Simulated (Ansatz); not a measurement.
# H5OPSSi: one species, many methods

An exercise on one series of results from a longer session: the logs are not shown, and one member is left open.

Method: functionals in def2-TZVPP, the program's frozen cores in correlated methods; program: Ansatz 0.2.0, Gaussian basis.

The runs, in order: LDA (SPW92), PBE-D4, revPBE-D4, BLYP-D4, r2SCAN-D4, B97M-V, PBE0-D4, B3LYP-D4, r2SCANh-D4, r2SCAN0-D4, HSE06-D4, BHLYP-D4, CAM-B3LYP-D4, LC-ωPBE, ωB97X-V, ωB97M-V, B2PLYP, PBE-QIDH; CCSD(T)/def2-SVP; CCSD(T)/def2-TZVPP; MP2/def2-QZVPP; extrapolation to the limit; RPA on PBE.

**The relaxed structure**

All runs share one geometry, relaxed beforehand with PBE0-D4 in a triple-zeta def2 set.

9 atoms, charge 0, spin multiplicity 1.

Atoms are counted from 1 here; the program's logs count them from 0.

Bond lengths: O1–Si2 1.645 Å, O1–H5 0.960 Å, Si2–P3 2.257 Å, Si2–H6 1.488 Å, Si2–H7 1.483 Å, P3–S4 2.132 Å, P3–H8 1.420 Å, S4–H9 1.342 Å. Angles: Si2–O1–H5 116.0°, O1–Si2–P3 113.9°, O1–Si2–H6 111.5°, O1–Si2–H7 106.2°, P3–Si2–H6 105.0°, P3–Si2–H7 109.4°, H6–Si2–H7 110.9°, Si2–P3–S4 94.8°, Si2–P3–H8 95.9°, S4–P3–H8 96.5°, P3–S4–H9 95.5°.

The first run:

in.yaml

```yaml
crystal:
  periodic: [false, false, false]
  atoms:
    - {symbol: O, position_ang: [-0.335956, 0.478955, -1.765706]}
    - {symbol: Si, position_ang: [0.886647, 0.379423, -0.669577]}
    - {symbol: P, position_ang: [0.420003, -0.933047, 1.105954]}
    - {symbol: S, position_ang: [-1.597765, -0.271183, 1.290313]}
    - {symbol: H, position_ang: [-1.170590, 0.819437, -1.435005]}
    - {symbol: H, position_ang: [1.207233, 1.710971, -0.088849]}
    - {symbol: H, position_ang: [2.052874, -0.174084, -1.398915]}
    - {symbol: H, position_ang: [0.137443, -2.103439, 0.353244]}
    - {symbol: H, position_ang: [-1.511289, 0.046766, 2.591342]}
basis:
  gaussian: {orbitals: def2-TZVPP}
hamiltonian: {xc: lda}
output: {orbitals: {seedname: orbitals}}
```

On the command line:

```bash
$ ansatz run in.yaml --threads 2 --pin off --events-out ev --progress --plain --max-ram 4352MiB
```

Steps of the session up to this table: LDA; PBE-D4 (GGA); revPBE-D4 (GGA); BLYP-D4 (GGA); r2SCAN-D4 (meta-GGA); B97M-V (meta-GGA); PBE0-D4 (hybrid); B3LYP-D4 (hybrid); r2SCANh-D4 (hybrid); r2SCAN0-D4 (hybrid); HSE06-D4 (hybrid); BHLYP-D4 (hybrid); CAM-B3LYP-D4 (range-separated); LC-ωPBE (range-separated); ωB97X-V (range-separated); ωB97M-V (range-separated); B2PLYP (double hybrid); PBE-QIDH (double hybrid).

One of the session's tables, all rows but one given; the rest of the session is left out.

It belongs to the step «Orbital energies across the functionals». 

| functional | HOMO (eV) | gap (eV) |
| --- | --- | --- |
| LDA (SPW92) | -6.12 | 4.12 |
| PBE-D4 | -6.00 | 4.22 |
| revPBE-D4 | -5.95 | 4.26 |
| BLYP-D4 | -5.84 | 4.21 |
| r2SCAN-D4 | -6.25 | 4.70 |
| B97M-V | -6.36 | 4.80 |
| PBE0-D4 | -7.14 | 6.26 |
| B3LYP-D4 | -6.92 | 5.83 |
| r2SCANh-D4 | -6.67 | 5.44 |
| r2SCAN0-D4 | -7.30 | 6.54 |
| HSE06-D4 | ? | ? |
| BHLYP-D4 | -8.16 | 8.24 |
| CAM-B3LYP-D4 | -8.41 | 8.60 |
| LC-ωPBE | -9.74 | 11.08 |
| ωB97X-V | -9.41 | 10.62 |
| ωB97M-V | -9.22 | 10.21 |

Q: Estimate the row for HSE06-D4 from the others.

As computed: HOMO (eV): -6.75; gap (eV): 5.48. In the column «HOMO (eV)» it lies between B3LYP-D4 (-6.92) and r2SCANh-D4 (-6.67).
